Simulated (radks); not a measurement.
# Cd²⁺ in [Kr] 4d10: an all-electron calculation

The task here is to estimate one member of a computed series from the others.

Method: scalar-relativistic Kohn-Sham, r2SCAN, spin-polarised, spherical densities, finite nucleus. Code: radks (a radial shooting solver on a logarithmic mesh, Libxc functionals) version 1.

### Starting point

* element: cadmium (Z = 48)
* charge: +2
* electrons: 46
* configuration: [Kr] 4d10
* nuclear rms radius: 4.6087 fm

The outer shells:

Cd²⁺
```
[Kr] core
4d [↑↓][↑↓][↑↓][↑↓][↑↓]
```

Set-up of the first run:

Settings of this run:

```text
Z 48
configuration [Kr] 4d10
relativity scalar-relativistic
functional r2scan,r2scan
spin polarised
nucleus finite rms 4.6087 fm
c 137.035999084
```

One of the session's tables, all rows but one given; the rest of the session is left out.

It belongs to the step «Shells». From the orbitals of this run (lengths in bohr):

```
level      <r>  outermost maximum (interpolated)  90 % within  nodes
   1s  0.03040                            0.0197       0.0546      0
   2s   0.1316                             0.111        0.203      1
   2p   0.1149                            0.0890        0.187      0
   3s   0.3575                             0.323        0.526      2
   3p   0.3565                             0.317        0.536      1
   3d   0.3347                             0.266        0.528      0
   4s   0.8826                             0.797         1.28      3
   4p        ?                                 ?            ?      ?
   4d    1.245                             0.979         1.96      1
```

**Question.** Estimate the row for 4p.

The run gave: <r>: 0.9624; outermost maximum (interpolated): 0.847; 90 % within: 1.42; nodes: 2. In the column «<r>» it lies between 4s (0.8826) and 4d (1.245).
